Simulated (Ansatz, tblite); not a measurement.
# The cluster Sn₂₁AsH₃₂−: one state, many levels

Aim: run the singlet of the cluster Sn₂₁AsH₃₂− at one geometry on many levels, and compare frontier levels, spin and run time.

The runs use Ansatz 0.2.0, Gaussian basis; as each input shows.

The runs, in order: GFN1-xTB, GFN2-xTB, PBE-D4/def2-TZVP, r2SCAN-D4/def2-TZVP, BLYP-D4/def2-TZVP, PBE-D4/def2-SVP, PBE0-D4/def2-SVP, MP2/def2-SVP, RPA/def2-SVP.

3 further runs of the same task are left out: 2 for a known fault of the program, 1 set aside as unsound or not needed. Runs told in other sessions of the task aren't counted.

### Step 1. The structure

The geometry is that of the singlet, from an earlier relaxation (r2SCAN-D4/def2-SVP).

54 atoms, charge -1, spin multiplicity 1.

Bond lengths: Sn1–Sn13 2.806 Å, Sn1–Sn14 2.801 Å, Sn1–H23 1.729 Å, Sn1–H24 1.722 Å, Sn2–Sn12 2.810 Å, Sn2–Sn16 2.819 Å, Sn2–H25 1.734 Å, Sn2–H26 1.726 Å, Sn3–Sn15 2.815 Å, Sn3–Sn17 2.822 Å, Sn3–H27 1.733 Å, Sn3–H28 1.726 Å, Sn4–Sn13 2.820 Å, Sn4–Sn18 2.795 Å, Sn4–Sn19 2.820 Å, Sn4–H29 1.734 Å, Sn5–Sn15 2.801 Å, Sn5–Sn18 2.797 Å and more. Angles: Sn13–Sn1–Sn14 106.6°, Sn13–Sn1–H23 108.3°, Sn13–Sn1–H24 113.7°, Sn14–Sn1–H23 111.1°, Sn14–Sn1–H24 111.2°, H23–Sn1–H24 105.9°, Sn12–Sn2–Sn16 114.1°, Sn12–Sn2–H25 103.5°, Sn12–Sn2–H26 105.1°, Sn16–Sn2–H25 115.3°, Sn16–Sn2–H26 113.3°, H25–Sn2–H26 104.4°, Sn15–Sn3–Sn17 110.5°, Sn15–Sn3–H27 105.3°, Sn15–Sn3–H28 108.6°, Sn17–Sn3–H27 113.3°, Sn17–Sn3–H28 113.7°, H27–Sn3–H28 104.9° and more.

Sn takes a core potential in the def2 sets. No spin-orbit coupling is included. The ion is computed in the gas phase, without counter-ions or solvent.

PBE0-D4/def2-TZVP was run before; its log isn't repeated, and its numbers join the tables.

### Step 2. GFN1-xTB

Tight binding, by tblite at 300 K electronic temperature and without a spin-polarisation term:

```python
tblite.interface.Calculator('GFN1-xTB', numbers, positions, charge=-1, uhf=0).singlepoint()
```

Energy -1984.9948 eV, HOMO -7.87 eV, LUMO -6.21 eV; 0.48 s.

### Step 3. GFN2-xTB

Tight binding, by tblite at 300 K electronic temperature and without a spin-polarisation term:

```python
tblite.interface.Calculator('GFN2-xTB', numbers, positions, charge=-1, uhf=0).singlepoint()
```

Energy -1730.9548 eV, HOMO -8.43 eV, LUMO -7.29 eV; 1.1 s.

### Step 4. PBE-D4/def2-TZVP

start.molden holds the orbitals of an earlier run on this state, given as this run's starting guess.

Input file in.yaml:

```yaml
crystal:
  periodic: [false, false, false]
  atoms:
    - {symbol: Sn, position_ang: [-5.120451, 1.686277, -0.713648]}
    - {symbol: Sn, position_ang: [-2.145853, -3.934049, 2.790388]}
    - {symbol: Sn, position_ang: [1.140502, -4.423649, -0.707061]}
    - {symbol: Sn, position_ang: [-1.985361, 2.009703, -3.862596]}
    - {symbol: Sn, position_ang: [1.109507, -1.078488, -3.751138]}
    - {symbol: As, position_ang: [-1.591632, -0.971191, -0.613463]}
    - {symbol: Sn, position_ang: [-1.209907, 2.032619, 1.642407]}
    - {symbol: Sn, position_ang: [1.132662, -0.769452, 2.375780]}
    - {symbol: Sn, position_ang: [0.866692, 2.249016, -0.257377]}
    - {symbol: Sn, position_ang: [4.210109, -1.337913, -0.517657]}
    - {symbol: Sn, position_ang: [4.469530, 2.306934, 2.871332]}
    - {symbol: Sn, position_ang: [-3.309326, -2.503004, 0.670749]}
    - {symbol: Sn, position_ang: [-3.343824, 0.144020, -2.242657]}
    - {symbol: Sn, position_ang: [-3.552458, 3.399484, 0.852701]}
    - {symbol: Sn, position_ang: [-0.539649, -2.760466, -2.235449]}
    - {symbol: Sn, position_ang: [-0.197603, -2.488182, 4.225689]}
    - {symbol: Sn, position_ang: [2.601565, -2.900348, 1.165904]}
    - {symbol: Sn, position_ang: [-0.339975, 0.502804, -5.545759]}
    - {symbol: Sn, position_ang: [-0.291699, 3.714269, -2.385931]}
    - {symbol: Sn, position_ang: [2.432022, 0.444257, -1.782389]}
    - {symbol: Sn, position_ang: [3.321076, 0.013954, 4.058024]}
    - {symbol: Sn, position_ang: [2.791033, 3.771922, 1.144350]}
    - {symbol: H, position_ang: [-6.132489, 2.580182, -1.794044]}
    - {symbol: H, position_ang: [-6.185680, 0.748718, 0.262087]}
    - {symbol: H, position_ang: [-3.511683, -4.459048, 3.720418]}
    - {symbol: H, position_ang: [-1.533638, -5.380927, 2.074712]}
    - {symbol: H, position_ang: [2.145058, -5.239185, -1.859309]}
    - {symbol: H, position_ang: [0.181359, -5.668863, 0.006955]}
    - {symbol: H, position_ang: [-3.160537, 2.898608, -4.777317]}
    - {symbol: H, position_ang: [2.325181, -1.994069, -4.580885]}
    - {symbol: H, position_ang: [-1.834259, 0.515228, 2.150376]}
    - {symbol: H, position_ang: [-0.599324, 2.813456, 3.063182]}
    - {symbol: H, position_ang: [5.079053, -2.078945, -1.818741]}
    - {symbol: H, position_ang: [5.373588, -0.395753, 0.343257]}
    - {symbol: H, position_ang: [5.856702, 1.944678, 1.906081]}
    - {symbol: H, position_ang: [5.040578, 3.485402, 4.009052]}
    - {symbol: H, position_ang: [-4.154421, -3.505908, -0.460130]}
    - {symbol: H, position_ang: [-4.487034, -1.390946, 1.275728]}
    - {symbol: H, position_ang: [-4.165635, -1.015341, -3.235608]}
    - {symbol: H, position_ang: [-4.475066, 3.897035, 2.227802]}
    - {symbol: H, position_ang: [-3.269819, 4.836660, -0.055889]}
    - {symbol: H, position_ang: [-1.747544, -3.589131, -3.160202]}
    - {symbol: H, position_ang: [0.619051, -3.730173, 5.124849]}
    - {symbol: H, position_ang: [-1.152721, -1.675932, 5.426880]}
    - {symbol: H, position_ang: [3.639687, -4.051771, 1.954536]}
    - {symbol: H, position_ang: [-1.250737, -0.471174, -6.644984]}
    - {symbol: H, position_ang: [0.696324, 1.480996, -6.522017]}
    - {symbol: H, position_ang: [0.903721, 4.250904, -3.515376]}
    - {symbol: H, position_ang: [-1.171691, 5.131620, -1.939349]}
    - {symbol: H, position_ang: [3.337946, 1.649678, -2.653725]}
    - {symbol: H, position_ang: [2.848461, 0.621655, 5.615867]}
    - {symbol: H, position_ang: [4.697636, -0.987047, 4.409688]}
    - {symbol: H, position_ang: [1.942371, 4.991937, 2.030090]}
    - {symbol: H, position_ang: [3.745801, 4.644438, -0.005980]}
basis:
  gaussian: {orbitals: def2-TZVP, fitting: {mean_field: def2-universal-jkfit}, initial_orbitals: start.molden}
total_charge: -1
hamiltonian: {xc: pbe, dispersion: d4}
scf: {omitted_lower_state_checks: [starts]}
output: {forces: true, orbitals: {seedname: orbitals}}
```

On the command line:

```sh
ansatz run in.yaml --threads 11 --pin off --events-out ev --progress --plain --max-ram 174080MiB --backend cuda --devices 0, --max-vram 75GiB
```

The program printed (excerpt; [...] marks lines left out):

```text
Functional definition: PBE
  name "PBE"
  cite "Perdew, Burke & Ernzerhof, Phys. Rev. Lett. 77, 3865 (1996) doi:10.1103/PhysRevLett.77.3865"
  parent pbe
[...]
5420 factors; integrals over basis functions are off by at most 6.2e-1 eV
[...]
mean field -183826.72246832 eV, -6755.5074484831 hartree, gradient 1.7e-5 eV, S^2 0.000000; 0 other end points of the search recorded, 0 dependent functions left out
[...]
reference -183826.72264883 eV, -6755.5074551167 hartree; 264, 264 occupied and 1026, 1026 virtual orbitals, 5420 factors
Total energy: -183830.92751468 eV, -6755.6619810864 hartree
Atom 0 at    -5.120451     1.686277    -0.713648 Å, force     0.057315    -0.011062    -0.000755 eV/Å
Atom 1 at    -2.145853    -3.934049     2.790388 Å, force     0.038029     0.050279    -0.001816 eV/Å
Atom 2 at     1.140502    -4.423649    -0.707061 Å, force     0.010324     0.070869     0.024534 eV/Å
Atom 3 at    -1.985361     2.009703    -3.862596 Å, force     0.021658    -0.015148     0.051175 eV/Å
Atom 4 at     1.109507    -1.078488    -3.751138 Å, force    -0.037166     0.028977     0.033857 eV/Å
Atom 5 at    -1.591632    -0.971191    -0.613463 Å, force     0.127817     0.108745     0.083285 eV/Å
Atom 6 at    -1.209907     2.032619     1.642407 Å, force     0.016774     0.000520    -0.082127 eV/Å
Atom 7 at     1.132662    -0.769452     2.375780 Å, force    -0.096084     0.123744    -0.154363 eV/Å
[...]
Atom 38 at    -4.165635    -1.015341    -3.235608 Å, force    -0.039848    -0.055551    -0.046827 eV/Å
Atom 39 at    -4.475066     3.897035     2.227802 Å, force    -0.043228     0.028067     0.068986 eV/Å
Atom 40 at    -3.269819     4.836660    -0.055889 Å, force     0.023348     0.067788    -0.043951 eV/Å
Atom 41 at    -1.747544    -3.589131    -3.160202 Å, force    -0.060389    -0.035276    -0.045571 eV/Å
Atom 42 at     0.619051    -3.730173     5.124849 Å, force     0.032084    -0.054252     0.041431 eV/Å
Atom 43 at    -1.152721    -1.675932     5.426880 Å, force    -0.046383     0.034349     0.055913 eV/Å
Atom 44 at     3.639687    -4.051771     1.954536 Å, force     0.051659    -0.053070     0.029916 eV/Å
Atom 45 at    -1.250737    -0.471174    -6.644984 Å, force    -0.040259    -0.044469    -0.056823 eV/Å
Atom 46 at     0.696324     1.480996    -6.522017 Å, force     0.049334     0.046119    -0.052562 eV/Å
Atom 47 at     0.903721     4.250904    -3.515376 Å, force     0.056463     0.027276    -0.048719 eV/Å
Atom 48 at    -1.171691     5.131620    -1.939349 Å, force    -0.049553     0.073353     0.027951 eV/Å
Atom 49 at     3.337946     1.649678    -2.653725 Å, force     0.026937     0.068190    -0.030771 eV/Å
Atom 50 at     2.848461     0.621655     5.615867 Å, force    -0.010617     0.023521     0.064455 eV/Å
Atom 51 at     4.697636    -0.987047     4.409688 Å, force     0.050872    -0.035737     0.008833 eV/Å
Atom 52 at     1.942371     4.991937     2.030090 Å, force    -0.048484     0.057268     0.041247 eV/Å
Atom 53 at     3.745801     4.644438    -0.005980 Å, force     0.033391     0.042048    -0.058775 eV/Å
Dipole moment:    -0.472676     0.105033    -0.747843 e Å
Checks for a lower state left out: starts
```

Run time: 11 s. Hardware: 1 × H100 with 11 threads of AMD EPYC 7R13, shared host; peak host memory 1.8 GiB.

From the report: HOMO -2.77 eV, LUMO -0.75 eV.

### Step 5. r2SCAN-D4/def2-TZVP

in.yaml: that of step 4 with these lines changed.

```diff
@@ -60,4 +60,4 @@
 total_charge: -1
-hamiltonian: {xc: pbe, dispersion: d4}
+hamiltonian: {xc: r2scan, dispersion: d4}
 scf: {omitted_lower_state_checks: [starts]}
-output: {forces: true, orbitals: {seedname: orbitals}}
+output: {orbitals: {seedname: orbitals}}
```

Same command.

The program printed:

```text
Functional definition: r2SCAN
  name "r2SCAN"
  cite "Furness, Kaplan, Ning, Perdew & Sun, J. Phys. Chem. Lett. 11, 8208 (2020) doi:10.1021/acs.jpclett.0c02405"
  cite "Furness, Kaplan, Ning, Perdew & Sun, J. Phys. Chem. Lett. 11, 9248 (2020) doi:10.1021/acs.jpclett.0c03077"
  parent r2scan
  parameter k0 = 0.174
  parameter k1 = 0.065
  parameter a1 = 4.9479
  exchange = r2scan_x(k0 = k0, k1 = k1, a1 = a1)
  correlation = r2scan_c
these checks for a lower state are left out or cut short: starts
5420 factors; integrals over basis functions are off by at most 6.2e-1 eV
mean field evaluation 1: about -183885.2260 eV, gradient 1.8e1 eV
mean field evaluation 2: about -183885.6727 eV, gradient 5.0e-1 eV
mean field evaluation 4: about -183885.6925 eV, gradient 2.2e-3 eV
mean field -183885.69249594 eV, -6757.6745570267 hartree, gradient 2.7e-5 eV, S^2 0.000000; 0 other end points of the search recorded, 0 dependent functions left out
reference -183885.69255386 eV, -6757.6745591552 hartree; 264, 264 occupied and 1026, 1026 virtual orbitals, 5420 factors
Total energy: -183886.87266207 eV, -6757.7179273320 hartree
Checks for a lower state left out: starts
```

Wall time 10 s (1 × H100 with 11 threads of AMD EPYC 7R13, shared host); peak host memory 1.7 GiB.

Report: HOMO -2.89 eV, LUMO -0.61 eV.

### Step 6. BLYP-D4/def2-TZVP

in.yaml: that of step 5 with these lines changed.

```diff
@@ -60,4 +60,4 @@
 total_charge: -1
-hamiltonian: {xc: r2scan, dispersion: d4}
+hamiltonian: {xc: {name: BLYP}, dispersion: d4}
 scf: {omitted_lower_state_checks: [starts]}
-output: {orbitals: {seedname: orbitals}}
+output: {forces: true, orbitals: {seedname: orbitals}}
```

Launched as before.

The program printed (excerpt; [...] marks lines left out):

```text
Functional definition: BLYP
  name "BLYP"
  cite "Becke, Phys. Rev. A 38, 3098 (1988) doi:10.1103/PhysRevA.38.3098"
  cite "Lee, Yang & Parr, Phys. Rev. B 37, 785 (1988) doi:10.1103/PhysRevB.37.785"
[...]
5420 factors; integrals over basis functions are off by at most 6.2e-1 eV
[...]
mean field -183804.84347788 eV, -6754.7034104145 hartree, gradient 2.0e-5 eV, S^2 0.000000; 0 other end points of the search recorded, 0 dependent functions left out
[...]
reference -183804.84469017 eV, -6754.7034549655 hartree; 264, 264 occupied and 1026, 1026 virtual orbitals, 5420 factors
Total energy: -183812.88790687 eV, -6754.9990377273 hartree
Atom 0 at    -5.120451     1.686277    -0.713648 Å, force    -0.033364    -0.036135    -0.006400 eV/Å
Atom 1 at    -2.145853    -3.934049     2.790388 Å, force     0.025651    -0.019410     0.025527 eV/Å
[...]
Atom 45 at    -1.250737    -0.471174    -6.644984 Å, force    -0.074199    -0.082713    -0.115965 eV/Å
Atom 46 at     0.696324     1.480996    -6.522017 Å, force     0.089765     0.083319    -0.108603 eV/Å
Atom 47 at     0.903721     4.250904    -3.515376 Å, force     0.098753     0.056425    -0.086653 eV/Å
Atom 48 at    -1.171691     5.131620    -1.939349 Å, force    -0.071446     0.133141     0.038235 eV/Å
Atom 49 at     3.337946     1.649678    -2.653725 Å, force     0.057200     0.110715    -0.061013 eV/Å
Atom 50 at     2.848461     0.621655     5.615867 Å, force    -0.020003     0.047263     0.137007 eV/Å
Atom 51 at     4.697636    -0.987047     4.409688 Å, force     0.109443    -0.074705     0.036402 eV/Å
Atom 52 at     1.942371     4.991937     2.030090 Å, force    -0.079998     0.117239     0.069783 eV/Å
Atom 53 at     3.745801     4.644438    -0.005980 Å, force     0.064185     0.090519    -0.105490 eV/Å
Dipole moment:    -0.476168     0.111768    -0.738472 e Å
Checks for a lower state left out: starts
```

It took 10 s on 1 × H100 with 11 threads of AMD EPYC 7R13, shared host; peak host memory 1.8 GiB.

Report: HOMO -2.68 eV, LUMO -0.73 eV.

### Step 7. PBE-D4/def2-SVP

in.yaml: that of step 6 with these lines changed.

```diff
@@ -58,6 +58,6 @@
 basis:
-  gaussian: {orbitals: def2-TZVP, fitting: {mean_field: def2-universal-jkfit}, initial_orbitals: start.molden}
+  gaussian: {orbitals: def2-SVP, fitting: {mean_field: def2-universal-jkfit}, initial_orbitals: start.molden}
 total_charge: -1
-hamiltonian: {xc: {name: BLYP}, dispersion: d4}
+hamiltonian: {xc: pbe, dispersion: d4}
 scf: {omitted_lower_state_checks: [starts]}
-output: {forces: true, orbitals: {seedname: orbitals}}
+output: {orbitals: {seedname: orbitals}}
```

Same command.

The program printed:

```text
Functional definition: PBE
  name "PBE"
  cite "Perdew, Burke & Ernzerhof, Phys. Rev. Lett. 77, 3865 (1996) doi:10.1103/PhysRevLett.77.3865"
  parent pbe
  parameter kappa = 0.804
  parameter beta = 0.06672455060314922
  exchange = pbe_x(kappa = kappa, mu = beta*pi^2/3)
  correlation = pbe_c(beta = beta)
these checks for a lower state are left out or cut short: starts
5420 factors; integrals over basis functions are off by at most 3.4e-1 eV
mean field evaluation 1: about -183812.2108 eV, gradient 9.2e1 eV
mean field evaluation 2: about -183814.4413 eV, gradient 3.4e0 eV
mean field evaluation 4: about -183814.5108 eV, gradient 1.0e-1 eV
mean field evaluation 8: about -183814.5109 eV, gradient 2.6e-5 eV
mean field -183814.51089730 eV, -6755.0586815254 hartree, gradient 2.6e-5 eV, S^2 0.000000; 0 other end points of the search recorded, 0 dependent functions left out
reference -183814.51103504 eV, -6755.0586865873 hartree; 264, 264 occupied and 474, 474 virtual orbitals, 5420 factors
Total energy: -183818.71590089 eV, -6755.2132125570 hartree
Checks for a lower state left out: starts
```

It took 5.5 s on 1 × H100 with 11 threads of AMD EPYC 7R13, shared host; peak host memory 1.4 GiB.

HOMO -2.61 eV, LUMO -0.60 eV.

### Step 8. PBE0-D4/def2-SVP

in.yaml: that of step 7 with these lines changed.

```diff
@@ -60,3 +60,3 @@
 total_charge: -1
-hamiltonian: {xc: pbe, dispersion: d4}
+hamiltonian: {xc: pbe0, dispersion: d4}
 scf: {omitted_lower_state_checks: [starts]}
```

The command is unchanged.

The program printed:

```text
Functional definition: PBE0
  name "PBE0"
  cite "Adamo & Barone, J. Chem. Phys. 110, 6158 (1999) doi:10.1063/1.478522"
  cite "Perdew, Burke & Ernzerhof, Phys. Rev. Lett. 77, 3865 (1996) doi:10.1103/PhysRevLett.77.3865"
  parent pbe
  parameter a = 0.25
  parameter kappa = 0.804
  parameter beta = 0.06672455060314922
  exchange = (1 - a)*pbe_x(kappa = kappa, mu = beta*pi^2/3) + a*exact_x
  correlation = pbe_c(beta = beta)
these checks for a lower state are left out or cut short: starts
5420 factors; integrals over basis functions are off by at most 3.4e-1 eV
mean field evaluation 1: about -183822.1334 eV, gradient 9.1e1 eV
mean field evaluation 2: about -183823.6252 eV, gradient 1.5e0 eV
mean field evaluation 4: about -183823.6205 eV, gradient 5.1e-2 eV
mean field -183823.62048738 eV, -6755.3934527862 hartree, gradient 3.6e-5 eV, S^2 0.000000; 0 other end points of the search recorded, 0 dependent functions left out
reference -183823.62059035 eV, -6755.3934565702 hartree; 264, 264 occupied and 474, 474 virtual orbitals, 5420 factors
Total energy: -183827.52919595 eV, -6755.5370951767 hartree
Checks for a lower state left out: starts
```

Wall time 7.5 s (1 × H100 with 11 threads of AMD EPYC 7R13, shared host); peak host memory 1.4 GiB.

Report: HOMO -3.30 eV, LUMO 0.06 eV.

### Step 9. MP2/def2-SVP

in.yaml: that of step 8 with these lines changed.

```diff
@@ -58,5 +58,5 @@
 basis:
-  gaussian: {orbitals: def2-SVP, fitting: {mean_field: def2-universal-jkfit}, initial_orbitals: start.molden}
+  gaussian: {orbitals: def2-SVP, initial_orbitals: start.molden}
 total_charge: -1
-hamiltonian: {xc: pbe0, dispersion: d4}
+correlation: {method: mp2}
 scf: {omitted_lower_state_checks: [starts]}
```

Same command.

The program printed:

```text
Functional definition: HF
  name "HF"
  cite "Fock, Z. Phys. 61, 126 (1930) doi:10.1007/BF01340294"
  parent pbe
  exchange = exact_x
  correlation = 0
these checks for a lower state are left out or cut short: starts
9129 factors; integrals over basis functions are off by at most 4.1e-4 eV
mean field evaluation 1: about -183211.3470 eV, gradient 1.0e2 eV
mean field evaluation 2: about -183217.6923 eV, gradient 8.1e0 eV
mean field evaluation 4: about -183219.1574 eV, gradient 1.5e0 eV
mean field evaluation 8: about -183219.1688 eV, gradient 1.0e-4 eV
mean field -183219.16881383 eV, -6733.1802634952 hartree, gradient 2.2e-6 eV, S^2 0.000000; 0 other end points of the search recorded, 0 dependent functions left out
93 core orbitals not correlated: weight in the atoms' cores, before any rotation towards them, 1.000 or more for the frozen orbitals, at most 0.000 for the correlated occupied ones
reference -183219.16881383 eV, -6733.1802634952 hartree; 171, 171 occupied and 474, 474 virtual orbitals, 9129 factors
second order -72.59691443 eV of doubles, -0.00000000 eV of singles
Total energy: -183291.76572826 eV, -6735.8481508925 hartree
Checks for a lower state left out: starts
```

Run time: 16 s. Hardware: 1 × H100 with 11 threads of AMD EPYC 7R13, shared host; peak host memory 2.6 GiB.

Report: Hartree-Fock HOMO -4.73 eV, LUMO 3.03 eV.

### Step 10. RPA/def2-SVP

in.yaml: that of step 9 with these lines changed.

```diff
@@ -60,4 +60,4 @@
 total_charge: -1
-correlation: {method: mp2}
+hamiltonian: {xc: pbe}
+correlation: {method: rpa}
 scf: {omitted_lower_state_checks: [starts]}
-output: {orbitals: {seedname: orbitals}}
```

Same command.

The program printed (excerpt; [...] marks lines left out):

```text
Functional definition: PBE
  name "PBE"
  cite "Perdew, Burke & Ernzerhof, Phys. Rev. Lett. 77, 3865 (1996) doi:10.1103/PhysRevLett.77.3865"
  parent pbe
[...]
9129 factors; integrals over basis functions are off by at most 4.1e-4 eV
[...]
mean field -183814.49488116 eV, -6755.0580929429 hartree, gradient 1.3e-6 eV, S^2 0.000000; 0 other end points of the search recorded, 0 dependent functions left out
93 core orbitals not correlated: weight in the atoms' cores, before any rotation towards them, 1.000 or more for the frozen orbitals, at most 0.000 for the correlated occupied ones
reference -183208.34346767 eV, -6732.7824393615 hartree; 171, 171 occupied and 474, 474 virtual orbitals, 9129 factors
Total energy: -183335.46073501 eV, -6737.4539127731 hartree
Checks for a lower state left out: starts
```

It took 21 s on 1 × H100 with 11 threads of AMD EPYC 7R13, shared host; peak host memory 7.6 GiB.

### Step 11. Levels side by side

| level | functions | HOMO (eV) | LUMO (eV) | gap (eV) | time |
| --- | --- | --- | --- | --- | --- |
| PBE-D4/def2-SVP | 738 | -2.61 | -0.60 | 2.01 | 5.5 s |
| PBE-D4/def2-TZVP | 1290 | -2.77 | -0.75 | 2.01 | 11 s |
| BLYP-D4/def2-TZVP | 1290 | -2.68 | -0.73 | 1.96 | 10 s |
| r2SCAN-D4/def2-TZVP | 1290 | -2.89 | -0.61 | 2.29 | 10 s |
| PBE0-D4/def2-SVP | 738 | -3.30 | 0.06 | 3.37 | 7.5 s |
| PBE0-D4/def2-TZVP | 1290 | -3.42 | -0.05 | 3.37 | 13 s |

Energy pieces by basis (eV):

| basis | HF | MP2 correlation | total |
| --- | --- | --- | --- |
| def2-SVP | -183219.1688 | -72.5969 | -183291.7657 (MP2) |

### Step 12. Outcome

| quantity | value |
| --- | --- |
| gap in def2-TZVP, named functionals, smallest and largest | 1.96 eV (BLYP-D4), 3.37 eV (PBE0-D4) |
| correlation energy, MP2/def2-SVP | -72.60 eV |
| PBE0 total energy, smallest basis above largest | 11.60 eV (def2-SVP, def2-TZVP) |

**Reading.** Orbital gaps of the named functionals in def2-TZVP span 1.96 eV (BLYP-D4) to 3.37 eV (PBE0-D4); exact exchange widens it.

The slowest run with a step of its own, RPA/def2-SVP, took 21 s; the quickest functional in def2-TZVP took 10 s (shared host).
